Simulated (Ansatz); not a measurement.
**C₃H₉MgN: up Jacob's ladder to CCSD(T)**

An exercise on one series of results from a longer session: the logs are not shown, and one member is left open.

The runs use Ansatz 0.2.0, Gaussian basis; functionals in def2-TZVPP, the program's frozen cores in correlated methods.

The runs, in order: LDA (SPW92), PBE-D4, revPBE-D4, BLYP-D4, r2SCAN-D4, B97M-V, PBE0-D4, B3LYP-D4, r2SCANh-D4, r2SCAN0-D4, HSE06-D4, BHLYP-D4, CAM-B3LYP-D4, LC-ωPBE, ωB97X-V, ωB97M-V, B2PLYP, PBE-QIDH; CCSD(T)/def2-SVP; CCSD(T)/def2-TZVPP; MP2/def2-QZVPP; extrapolation to the limit; RPA on PBE.

## The relaxed structure

The geometry comes from an earlier relaxation with PBE0-D4 in a triple-zeta def2 set; it is a stationary point, not always the lowest conformer.

SMILES `C[CH](C)[Mg][NH2]`, 14 atoms, charge 0, spin multiplicity 1.

Atoms are counted from 1 here; the program's logs count them from 0.

Bond lengths: C1–C2 1.528 Å, C1–H6 1.101 Å, C1–H7 1.095 Å, C1–H8 1.096 Å, C2–C3 1.528 Å, C2–Mg4 2.112 Å, C2–H9 1.099 Å, C3–H10 1.095 Å, C3–H11 1.101 Å, C3–H12 1.096 Å, Mg4–N5 1.893 Å, N5–H13 1.010 Å, N5–H14 1.010 Å. Angles: C2–C1–H6 111.6°, C2–C1–H7 112.7°, C2–C1–H8 112.0°, H6–C1–H7 106.9°, H6–C1–H8 106.2°, H7–C1–H8 107.1°, C1–C2–C3 110.3°, C1–C2–Mg4 112.9°, C1–C2–H9 107.4°, C3–C2–Mg4 113.0°, C3–C2–H9 107.4°, Mg4–C2–H9 105.5°, C2–C3–H10 112.7°, C2–C3–H11 111.6°, C2–C3–H12 112.0°, H10–C3–H11 106.9°, H10–C3–H12 107.0°, H11–C3–H12 106.2° and more.

The first run:

in.yaml

```yaml
crystal:
  periodic: [false, false, false]
  atoms:
    - {symbol: C, position_ang: [-0.520721, 0.533748, 1.633883]}
    - {symbol: C, position_ang: [0.477558, 0.307227, 0.499954]}
    - {symbol: C, position_ang: [1.325469, -0.931824, 0.781508]}
    - {symbol: Mg, position_ang: [-0.437613, 0.264998, -1.402580]}
    - {symbol: N, position_ang: [-1.262385, 0.226898, -3.106332]}
    - {symbol: H, position_ang: [-0.018069, 0.585646, 2.611691]}
    - {symbol: H, position_ang: [-1.087876, 1.462987, 1.518721]}
    - {symbol: H, position_ang: [-1.250107, -0.280951, 1.706926]}
    - {symbol: H, position_ang: [1.155367, 1.172576, 0.480342]}
    - {symbol: H, position_ang: [2.116632, -1.080368, 0.039641]}
    - {symbol: H, position_ang: [1.816818, -0.871434, 1.764565]}
    - {symbol: H, position_ang: [0.722466, -1.846834, 0.795774]}
    - {symbol: H, position_ang: [-0.923114, -0.249802, -3.929026]}
    - {symbol: H, position_ang: [-2.127325, 0.678030, -3.366263]}
basis:
  gaussian: {orbitals: def2-TZVPP}
hamiltonian: {xc: lda}
output: {orbitals: {seedname: orbitals}}
```

Run with:

```bash
$ ansatz run in.yaml --threads 4 --pin off --events-out ev --progress --plain --max-ram 10444MiB
```

Steps of the session up to this table: LDA; PBE-D4 (GGA); revPBE-D4 (GGA); BLYP-D4 (GGA); r2SCAN-D4 (meta-GGA); B97M-V (meta-GGA); B3LYP-D4 (hybrid); r2SCANh-D4 (hybrid); r2SCAN0-D4 (hybrid); HSE06-D4 (hybrid); BHLYP-D4 (hybrid); CAM-B3LYP-D4 (range-separated); LC-ωPBE (range-separated); ωB97X-V (range-separated); ωB97M-V (range-separated); B2PLYP (double hybrid); PBE-QIDH (double hybrid).

One table of the session follows, with a row left open; its other results are not shown here.

It belongs to the step «Orbital energies across the functionals». 

```
  functional  HOMO (eV)  gap (eV)
 LDA (SPW92)          ?         ?
      PBE-D4      -4.79      3.44
   revPBE-D4      -4.73      3.46
     BLYP-D4      -4.68      3.36
   r2SCAN-D4      -5.07      4.13
      B97M-V      -5.08      3.69
     PBE0-D4      -6.14      5.46
    B3LYP-D4      -5.92      4.98
  r2SCANh-D4      -5.58      4.85
  r2SCAN0-D4      -6.25      5.82
    HSE06-D4      -5.73      4.70
    BHLYP-D4      -7.23      7.08
CAM-B3LYP-D4      -7.50      7.52
     LC-ωPBE      -8.75      9.80
     ωB97X-V      -8.44      9.33
     ωB97M-V      -8.35      8.80
```

Estimate the missing values for LDA (SPW92).

The run gave: HOMO (eV): -4.98; gap (eV): 3.46. In the column «HOMO (eV)» it lies between r2SCAN-D4 (-5.07) and PBE-D4 (-4.79).
